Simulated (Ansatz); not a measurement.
**ZrF2 (singlet): wave-function methods side by side, def2-SVP**

An exercise on one series of results from a longer session: the logs are not shown, and one member is left open.

Program: Ansatz 0.2.0, Gaussian basis. Level of theory: def2-SVP, core rule «outside noble gas», up to 6 orbitals frozen. These are calculated values, not measurements.

Plan: UHF; CCSD(T) on RHF; CCSD(T) on UHF; CISD; CCSDT(Q) on RHF; CCSDT(Q) on UHF.

16 further runs of the same task are left out: 12 for a known fault of the program, 4 set aside as unsound or not needed.

## The system

The geometry is a PBE0/def2-TZVP stationary point (not a proven minimum) of the parent state, kept for this charge and spin. No spin-orbit coupling is included. Elements past krypton take def2 core potentials.

3 atoms, charge 0, spin multiplicity 1.

Atoms are counted from 1 here; the program's logs count them from 0.

Bond lengths: Zr1–F2 1.909 Å, Zr1–F3 1.909 Å. Angles: F2–Zr1–F3 134.0°.

Geometry (Å):

```xyz
3
charge 0, multiplicity 1
Zr    0.0000   -0.2195    0.0000
F     0.0000    0.5270   -1.7575
F     0.0000    0.5270    1.7575
```

The first run:

File in.yaml:

```yaml
crystal:
  periodic: [false, false, false]
  atoms:
    - {symbol: Zr, position_ang: [0.000000, -0.219524, 0.000000]}
    - {symbol: F, position_ang: [0.000000, 0.527041, -1.757495]}
    - {symbol: F, position_ang: [0.000000, 0.527041, 1.757495]}
basis:
  gaussian: {orbitals: def2-SVP}
magnetization: {spin_polarized: true, initial_magnetization: 0}
hamiltonian: {xc: hf}
output: {orbitals: {seedname: orbitals}}
```

The run is started by

```sh
$ ansatz run in.yaml --threads 1 --pin off --events-out ev --progress --plain --max-ram 4096MiB --backend cpu
```

Steps of the session up to this table: UHF; CCSD(T) on RHF; CCSD(T) on UHF; CISD; CCSDT(Q) on RHF; CCSDT(Q) on UHF.

One of the session's tables, all rows but one given; the rest of the session is left out.

```
   method  from RCCSDT(Q) (kcal/mol)
      RHF                    +307.24
      UHF                    +286.55
     RMP2                     +17.67
     UMP2                      +9.39
    RCCSD                          ?
    UCCSD                      +4.94
 RCCSD(T)                      +1.20
 UCCSD(T)                      -1.71
   RCCSDT                      +0.49
   UCCSDT                      -2.30
RCCSDT(Q)                          0
UCCSDT(Q)                      -3.07
```

**Question.** Estimate the row for RCCSD.

As computed: from RCCSDT(Q) (kcal/mol): +9.42. In the column «from RCCSDT(Q) (kcal/mol)» it lies between UMP2 (+9.39) and RMP2 (+17.67).

Not comparable, so not listed: CISD (they don't share determinant, frozen orbitals or solution with the rows shown, or repeat one).

Limits of these values: The determinant is far from a pure spin state, so its energy mixes those of several spin states (harmless only where they are near-degenerate, as at dissociation). The program flags UCCSD(T), UCCSDT(Q) as in doubt, so those rows may rest on another solution; read them beside their warnings. Warnings: restricted reference is unstable; spin contamination; large T1 diagnostic. Restricted and unrestricted rows rest on different reference determinants; where their highest levels disagree by more than a few hundredths of an eV, they describe different states and don't form one ladder.
